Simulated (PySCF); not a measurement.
# F2Ni (NiF2): the cost of one run

Programs: PySCF 2.14.0, with routines of our own; each step states its level. All values are computed. Atoms count from 0.

## Step 1: The system as given

3 atoms, charge 0, states of the metal's open shell are computed; geometry from: model start, shaken.

## Step 2: Optimising the geometry at PBE0-D3(BJ)/def2-TZVP

What the job is given:

```
{"job": {"xc": "PBE0", "basis": "def2-TZVP", "d3": "d3bj", "grid": 1, "maxiter": 45, "kind": "geom"}, "charge": 0, "metal": "Ni", "open_shell": "d8"}
Ni     0.000020     0.004480    -0.004110
F     -0.013360    -0.006820     1.735130
F      0.000900     0.020100    -1.757380
```

Started as:

```sh
$ OMP_NUM_THREADS=1 python lf_run.py task.json out
```

The driver reads the jobs from task.json and runs them one after another.

Q: Estimate the wall time and peak memory of this first job on 1 thread of Arm Neoverse V1, shared host.

About 18 s, with a peak of 0.33 GiB.
